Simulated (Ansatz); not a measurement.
**C₃H₁₀Ge: one species, many methods**

The task here is to estimate one member of a computed series from the others.

The runs use Ansatz 0.2.0, Gaussian basis; functionals in def2-TZVPP, the program's frozen cores in correlated methods.

Plan: LDA (SPW92), PBE-D4, revPBE-D4, BLYP-D4, r2SCAN-D4, B97M-V, PBE0-D4, B3LYP-D4, r2SCANh-D4, r2SCAN0-D4, HSE06-D4, BHLYP-D4, CAM-B3LYP-D4, LC-ωPBE, ωB97X-V, ωB97M-V, B2PLYP, PBE-QIDH; CCSD(T)/def2-SVP; CCSD(T)/def2-TZVPP; MP2/def2-QZVPP; extrapolation to the limit; RPA on PBE.

### Structure used throughout

All runs share one geometry, relaxed beforehand with PBE0-D4 in a triple-zeta def2 set.

SMILES `C[CH2][GeH2][CH3]`, 14 atoms, charge 0, spin multiplicity 1.

Atoms are counted from 1 here; the program's logs count them from 0.

Bond lengths: C1–C2 1.523 Å, C1–H5 1.093 Å, C1–H6 1.094 Å, C1–H7 1.093 Å, C2–Ge3 1.963 Å, C2–H8 1.094 Å, C2–H9 1.094 Å, Ge3–C4 1.956 Å, Ge3–H10 1.545 Å, Ge3–H11 1.544 Å, C4–H12 1.091 Å, C4–H13 1.091 Å, C4–H14 1.091 Å. Angles: C2–C1–H5 111.7°, C2–C1–H6 111.6°, C2–C1–H7 111.4°, H5–C1–H6 107.2°, H5–C1–H7 107.3°, H6–C1–H7 107.4°, C1–C2–Ge3 113.2°, C1–C2–H8 110.7°, C1–C2–H9 110.6°, Ge3–C2–H8 107.7°, Ge3–C2–H9 107.8°, H8–C2–H9 106.4°, C2–Ge3–C4 110.8°, C2–Ge3–H10 109.1°, C2–Ge3–H11 109.9°, C4–Ge3–H10 109.3°, C4–Ge3–H11 109.6°, H10–Ge3–H11 108.1° and more.

The first run:

Contents of in.yaml:

```yaml
crystal:
  periodic: [false, false, false]
  atoms:
    - {symbol: C, position_ang: [-0.804738, 1.069351, 1.273301]}
    - {symbol: C, position_ang: [-0.602681, -0.424233, 1.057864]}
    - {symbol: Ge, position_ang: [0.856459, -0.836312, -0.188186]}
    - {symbol: C, position_ang: [0.504910, -0.061432, -1.949530]}
    - {symbol: H, position_ang: [-1.051334, 1.582337, 0.339890]}
    - {symbol: H, position_ang: [-1.618483, 1.268269, 1.976380]}
    - {symbol: H, position_ang: [0.096510, 1.540663, 1.674804]}
    - {symbol: H, position_ang: [-1.514606, -0.885912, 0.667415]}
    - {symbol: H, position_ang: [-0.384336, -0.924078, 2.005699]}
    - {symbol: H, position_ang: [2.176837, -0.259056, 0.370189]}
    - {symbol: H, position_ang: [1.019571, -2.366135, -0.319411]}
    - {symbol: H, position_ang: [0.423946, 1.024500, -1.881133]}
    - {symbol: H, position_ang: [-0.427906, -0.454976, -2.357015]}
    - {symbol: H, position_ang: [1.312854, -0.302288, -2.641567]}
basis:
  gaussian: {orbitals: def2-TZVPP}
hamiltonian: {xc: lda}
output: {orbitals: {seedname: orbitals}}
```

Among the steps run: LDA; PBE-D4 (GGA); revPBE-D4 (GGA); BLYP-D4 (GGA); r2SCAN-D4 (meta-GGA); B97M-V (meta-GGA); PBE0-D4 (hybrid); B3LYP-D4 (hybrid); r2SCANh-D4 (hybrid); r2SCAN0-D4 (hybrid); HSE06-D4 (hybrid); BHLYP-D4 (hybrid); CAM-B3LYP-D4 (range-separated); LC-ωPBE-D4 (range-separated; the results give it without D4); ωB97X-V (range-separated); ωB97M-V (range-separated); B2PLYP (double hybrid); PBE-QIDH (double hybrid).

One of the session's tables, all rows but one given; the rest of the session is left out.

It belongs to the step «Orbital energies across the functionals». 

```
  functional  HOMO (eV)  LUMO (eV)  gap (eV)
 LDA (SPW92)      -6.89       0.04      6.93
      PBE-D4      -6.78       0.22      7.00
   revPBE-D4      -6.74       0.31      7.05
     BLYP-D4      -6.67       0.23      6.89
   r2SCAN-D4      -7.03       0.87      7.90
      B97M-V          ?          ?         ?
     PBE0-D4      -8.00       1.00      9.00
    B3LYP-D4      -7.80       0.68      8.48
  r2SCANh-D4      -7.48       1.10      8.58
  r2SCAN0-D4      -8.17       1.43      9.59
    HSE06-D4      -7.61       0.63      8.23
    BHLYP-D4      -9.14       1.60     10.75
CAM-B3LYP-D4      -9.35       1.78     11.12
     LC-ωPBE     -10.69       3.06     13.74
     ωB97X-V     -10.34       2.83     13.17
     ωB97M-V     -10.20       2.44     12.64
```

Estimate the missing values for B97M-V.

The run gave: HOMO (eV): -7.13; LUMO (eV): 0.33; gap (eV): 7.46. In the column «HOMO (eV)» it lies between r2SCANh-D4 (-7.48) and r2SCAN-D4 (-7.03).
